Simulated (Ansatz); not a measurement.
I need a point defect in a supercell of NaBeH3, space group Pm-3m. Use the Ansatz DFT code, driven from Python. Use (first run): LDA, PAW, the default cutoff (420 eV here), 1×1×2 k-points, Fermi-Dirac smearing of 0.02 eV.

```cif
data_structure
_symmetry_space_group_name_H-M 'P 1'
_symmetry_Int_Tables_number 1
_cell_length_a 3.3429
_cell_length_b 3.3429
_cell_length_c 3.3429
_cell_angle_alpha 90.000
_cell_angle_beta 90.000
_cell_angle_gamma 90.000
_cell_volume 37.36
loop_
_atom_site_label
_atom_site_type_symbol
_atom_site_fract_x
_atom_site_fract_y
_atom_site_fract_z
_atom_site_occupancy
Na1 Na 0.50000 0.50000 0.50000 1
Be1 Be 0.00000 0.00000 0.00000 1
H1 H 0.50000 0.00000 0.00000 1
H2 H 0.00000 0.50000 0.00000 1
H3 H 0.00000 0.00000 0.50000 1
```

Script `defect_nabeh3.py`:
```python
import ansatz as az
from ase import Atoms
import numpy as np

atoms = Atoms(
    ['Na', 'Be', 'H', 'H', 'H'],
    scaled_positions=[
        (0.5, 0.5, 0.5),
        (0.0, 0.0, 0.0),
        (0.5, 0.0, 0.0),
        (0.0, 0.5, 0.0),
        (0.0, 0.0, 0.5),
    ],
    cell=[
        (3.342892, 0.0, 0.0),
        (0.0, 3.342892, 0.0),
        (0.0, 0.0, 3.342892),
    ],
    pbc=True,
)
cell = az.Crystal.from_ase(atoms)
host = cell.supercell(2, 2, 1)
defective = host.interstitial('H', at=(0.0, 0.5, 0.5))

def prepare(structure):
    return (
        structure.calculation()
        .functional(az.Functional.LDA)
        .scf(tolerance=1e-09, max_iterations=100)
        .kpoints(1, 1, 2, shift=0.5)
        .accuracy('medium')
        .occupations('fermi_dirac', width=0.02)
        .band_table()
    )


perfect = prepare(host).run().report
base = prepare(defective)
base = base.charge(-1)
base = base.charged_corrections(epsilon=5.0).forces()
out = base.run()
r = out.report

n_host, n_defect = len(perfect['lattice']['sites']), len(r['lattice']['sites'])
print(f'perfect cell: {n_host} atoms, F = {perfect["free_energy_ev"]:.4f} eV')
print(f'defect cell:  {n_defect} atoms, F = {r["free_energy_ev"]:.4f} eV')
print(f'difference {r["free_energy_ev"] - perfect["free_energy_ev"]:.4f} eV (no chemical potentials)')
print(f'point-charge correction {out.charged_corrections().monopole_ev:.3f} eV at charge {-1:+d}')

pull = np.linalg.norm(r['forces_ev_ang'], axis=1)
for atom in np.argsort(-pull)[:5]:
    print(f'force on {out.lattice.sites[atom].symbol}{atom}: {pull[atom]:.3f} eV/A')

for site in out.lattice.sites:
    print(f'{site.symbol:2s}', ' '.join(f'{v:8.4f}' for v in site.position_ang))
```

```console
$ python defect_nabeh3.py
DeckWarning: basis.ecutwfc = 420 eV, auto-derived from the records' recommended cutoffs: set by Na (normal level)
perfect cell: 20 atoms, F = -6409.6435 eV
defect cell:  21 atoms, F = -6416.8869 eV
difference -7.2435 eV (no chemical potentials)
point-charge correction 0.632 eV at charge -1
force on Na0: 1.548 eV/A
force on Na10: 1.548 eV/A
force on H4: 0.600 eV/A
force on H9: 0.600 eV/A
force on Be6: 0.436 eV/A
Na   1.6714   1.6714   1.6714
Be   0.0000   0.0000   0.0000
H    1.6714   0.0000   0.0000
H    0.0000   1.6714   0.0000
H    0.0000   0.0000   1.6714
Na   1.6714   5.0143   1.6714
Be   0.0000   3.3429   0.0000
H    1.6714   3.3429   0.0000
H    0.0000   5.0143   0.0000
H    0.0000   3.3429   1.6714
Na   5.0143   1.6714   1.6714
Be   3.3429   0.0000   0.0000
H    5.0143   0.0000   0.0000
H    3.3429   1.6714   0.0000
H    3.3429   0.0000   1.6714
Na   5.0143   5.0143   1.6714
Be   3.3429   3.3429   0.0000
H    5.0143   3.3429   0.0000
H    3.3429   5.0143   0.0000
H    3.3429   3.3429   1.6714
H    0.0000   1.6714   1.6714
```
(Warnings from the package without file and line.)

Notes:
- These settings explore the input space; cutoff and mesh may be short of convergence.
- The k-point mesh is coarse, and energy and stress weren't tested for convergence.
- The atoms stand at ideal sites; relaxing them can change energy and levels by an eV or more.
- The difference holds no chemical potentials.
- In a crystal with a gap the Fermi level's place inside it depends on smearing and mesh.
- This cell is a computed structure, which may not be the phase found in nature.
- The supercell is small, so the defect meets its images and the energies aren't those of an isolated defect; a partly filled defect level may also lower its energy by spin or distortion. For a charged cell the difference holds no correction, alignment or term for the electrons' reservoir.
- Wall time of the script: 4.3 s on 1 thread of Arm Neoverse N1, with other jobs on the host, peak memory 0.38 GiB.
